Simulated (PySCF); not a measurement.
**[TlF2]+: other functionals and bases at one geometry**

One table from this session's results is given with a row withheld; the runs are named, their logs left out.

The runs use PySCF 2.14.0; several levels, as the steps say, no spin–orbit coupling.

3 further runs of the same task are left out: 2 for a known fault of the program, 1 that didn't finish. Runs told in other sessions of the task aren't counted.

## The starting structure

3 atoms, charge 1, spin multiplicity 1.

Bond lengths: Tl1–F2 1.924 Å, Tl1–F3 1.924 Å. Angles: F2–Tl1–F3 179.9°.

As a file:

```xyz
3

Tl    0.0000    0.0000    0.3955
F     1.9236    0.0000    0.3965
F    -1.9236    0.0000    0.3965
```

Formal oxidation states: Tl +3. An earlier session relaxed this geometry at PBE0, Tl def2-SVP with ECP60, F def2-SVP (singlet, point group D∞h).

At PBE0 on the finer grid: E = -371.479226 Eh, HOMO -18.10 eV, LUMO -11.37 eV, Mulliken charge on Tl1 +1.48 e, largest force component 0.041 eV/Å. 

Levels to run: TPSSh; BLYP; BP86; HF; PBE0, TZVP; PBE0, x2c-SVP. Hardware: 2 threads of Arm Neoverse V2, shared host.

The first run:

The input, run.py (the lines that set the calculation):

```python
mol = gto.M(atom='''
Tl     0.00000     0.00000     0.39549
F      1.92357     0.00000     0.39653
F     -1.92357     0.00000     0.39653''',
    basis={'Tl': 'def2-SVP', 'F': 'def2-SVP'},
    ecp={'Tl': 'def2-SVP'},
    charge=1, spin=0)
mf = dft.RKS(mol, xc='TPSSH')
mf.grids.atom_grid = (75, 302)
mf = mf.density_fit()  # fitting sets: Tl def2-universal-JKFIT, F def2-universal-JKFIT
mf.conv_tol = 1e-08; mf.max_cycle = 55
mf.kernel(dm0)  # dm0: the density of the relaxed state
```

Run with:

```sh
OMP_NUM_THREADS=2 python run.py
```

Steps of the session up to this table: TPSSh; BLYP; BP86; HF; PBE0, TZVP; PBE0, x2c-SVP.

One of the session's tables, all rows but one given; the rest of the session is left out.

| level | HOMO (eV) | gap (eV) | charge on Tl1 (e) | largest force component (eV/Å) |
| --- | --- | --- | --- | --- |
| PBE0 (relaxed here) | -18.10 | 6.73 | 1.48 | 0.04 |
| TPSSh | -16.95 | 5.13 | 1.45 | 0.35 |
| BLYP | -15.91 | 3.60 | 1.34 | 0.98 |
| BP86 | -16.15 | 3.63 | 1.35 | 0.70 |
| HF | ? | ? | ? | ? |
| PBE0, TZVP | -18.10 | 6.89 | 1.42 | 1.09 |
| PBE0, x2c-SVP | -18.06 | 6.74 | 1.48 | 0.73 |

**Question.** Estimate the row for HF.

**Answer.** HOMO (eV): -22.92; gap (eV): 15.52; charge on Tl1 (e): 1.81; largest force component (eV/Å): 0.66. In the column «HOMO (eV)» it is the lowest.

In one basis the HOMO–LUMO gap runs from 3.60 eV (BLYP) to 15.52 eV (HF). The largest leftover force, 1.09 eV/Å with PBE0, TZVP, stands at a geometry relaxed at another level. Total energies of different levels can't be compared.
